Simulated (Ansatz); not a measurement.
# HF/3-21G run of C2H3Cl2F (1,1-dichloro-1-fluoroethane)

What is the electronic atomisation energy of C2H3Cl2F (1,1-dichloro-1-fluoroethane) at HF/3-21G? 

Program for the calculation: Ansatz 0.2.0.

69 further runs of the same task are left out: 1 that didn't finish, 68 set aside as unsound or not needed.

### Step 1. The molecule

C2H3Cl2F has 8 atoms, charge 0, and is taken as a singlet. As SMILES, `CC(F)(Cl)Cl`. Geometry: relaxed at PBE0-D4/def2-TZVP.

Bond lengths: C1–C2 1.502 Å, C2–F3 1.348 Å, C2–Cl4 1.776 Å, C2–Cl5 1.776 Å, C1–H6 1.091 Å, C1–H7 1.091 Å, C1–H8 1.088 Å. Some angles: C1–C2–F3 110.1°, C1–C2–Cl4 111.1°, C1–C2–Cl5 111.1°, F3–C2–Cl4 107.6°, F3–C2–Cl5 107.6°, Cl4–C2–Cl5 109.3°, C2–C1–H6 108.9°, C2–C1–H7 108.9°, C2–C1–H8 110.1°, H6–C1–H7 109.8°.

### Step 2. The energy at HF/3-21G

job.yaml

```yaml
crystal:
  periodic: [false, false, false]
  atoms:
    - {symbol: C, position_ang: [-0.133500, -0.505900, 0.646300]}
    - {symbol: C, position_ang: [0.199400, 0.391300, -0.511300]}
    - {symbol: F, position_ang: [1.523600, 0.643200, -0.537400]}
    - {symbol: Cl, position_ang: [-0.232400, -0.372700, -2.055900]}
    - {symbol: Cl, position_ang: [-0.641100, 1.950200, -0.373000]}
    - {symbol: H, position_ang: [0.163400, -0.011800, 1.572000]}
    - {symbol: H, position_ang: [0.414900, -1.442000, 0.535900]}
    - {symbol: H, position_ang: [-1.202100, -0.709300, 0.667600]}
basis:
  gaussian: {orbitals: 3-21G.json}
hamiltonian: {xc: hf}
accuracy: high
output: {orbitals: {seedname: orbitals}}
```

The basis set 3-21G is read from a file made from the Basis Set Exchange's data (not shown).

The run is started by

```bash
$ ansatz run job.yaml --threads 1 --pin off --max-ram 3480MiB --events-out events.jsonl --progress --plain --runs-dir runs
```

Output:

```text
Warning: RAYON_NUM_THREADS=1 ignored (pool sized by the plan → 1); use --threads N
Functional definition: HF
  name "HF"
  exchange = exact_x
  correlation = 0
1382 factors; integrals over basis functions are off by at most 9.6e-9 eV
mean field evaluation 1: about -29670.6375 eV, gradient 3.5e1 eV
mean field evaluation 2: about -29671.0572 eV, gradient 3.5e1 eV
mean field evaluation 4: about -29674.5847 eV, gradient 2.3e0 eV
mean field evaluation 8: about -29674.6165 eV, gradient 2.0e-1 eV
mean field evaluation 16: about -29674.6167 eV, gradient 2.1e-7 eV
mean field -29674.61672558 eV, -1090.5220504876 hartree, gradient 1.1e-8 eV, S^2 0.000000; 0 other end points of the search recorded, 0 dependent functions left out
reference -29674.61672558 eV, -1090.5220504876 hartree; 29, 29 occupied and 30, 30 virtual orbitals, 1382 factors
Total energy: -29674.61672558 eV, -1090.5220504876 hartree
```

Run time: 0.88 s. Hardware: 1 thread of Arm Neoverse V2, shared host; peak memory 0.15 GiB.

### Step 3. The C atom

in.yaml

```yaml
crystal:
  periodic: [false, false, false]
  atoms:
    - {symbol: C, position_ang: [0.000000, 0.000000, 0.000000]}
basis:
  gaussian:
    orbitals: 3-21G.json
accuracy: high
hamiltonian:
  xc: hf
magnetization:
  spin_polarized: true
  initial_magnetization: 2
```

The basis set 3-21G is read from a file made from the Basis Set Exchange's data (not shown).

Run the same way, it converges to -37.48107 Eh (log not shown).

### Step 4. The Cl atom at the same level

run.yaml

```yaml
crystal:
  periodic: [false, false, false]
  atoms:
    - {symbol: Cl, position_ang: [0.000000, 0.000000, 0.000000]}
basis:
  gaussian: {orbitals: 3-21G.json}
magnetization: {spin_polarized: true, initial_magnetization: 1}
hamiltonian: {xc: hf}
accuracy: high
```

The basis set 3-21G is read from a file made from the Basis Set Exchange's data (not shown).

Run the same way, it converges to -457.27655 Eh (log not shown).

### Step 5. The F atom

job.yaml

```yaml
crystal:
  periodic: [false, false, false]
  atoms:
    - {symbol: F, position_ang: [0.000000, 0.000000, 0.000000]}
basis:
  gaussian:
    orbitals: 3-21G.json
accuracy: high
magnetization:
  spin_polarized: true
  initial_magnetization: 1
total_charge: 0
hamiltonian:
  xc: hf
```

The basis set 3-21G is read from a file made from the Basis Set Exchange's data (not shown).

Run the same way, it converges to -98.84501 Eh (log not shown).

### Step 6. The H atom

input.yaml

```yaml
crystal:
  periodic: [false, false, false]
  atoms:
    - {symbol: H, position_ang: [0.000000, 0.000000, 0.000000]}
basis:
  gaussian:
    orbitals: 3-21G.json
hamiltonian:
  xc: hf
accuracy: high
magnetization:
  spin_polarized: true
  initial_magnetization: 1
```

The basis set 3-21G is read from a file made from the Basis Set Exchange's data (not shown).

Run the same way, it converges to -0.49620 Eh (log not shown).

### Step 7. Results

At HF/3-21G:

```
                     quantity           value
       molecule: total energy  -1090.52205 Eh
        molecule: HOMO energy       -12.45 eV
        molecule: LUMO energy         3.95 eV
      molecule: HOMO–LUMO gap        16.40 eV
         C atom: total energy    -37.48107 Eh
                 C atom: ⟨S²⟩           2.001
        Cl atom: total energy   -457.27655 Eh
                Cl atom: ⟨S²⟩           0.750
         F atom: total energy    -98.84501 Eh
                 F atom: ⟨S²⟩           0.750
         H atom: total energy     -0.49620 Eh
                 H atom: ⟨S²⟩           0.750
electronic atomisation energy       18.319 eV
```

Taking the molecule apart into free atoms costs 18.32 eV (422 kcal/mol), before zero-point energy and without spin-orbit coupling. Hartree–Fock lacks the correlation of the bonding pairs, which as a rule makes this value much too low; in minimal bases other errors can mask that. The basis has no polarisation functions, which makes bonds too weak.
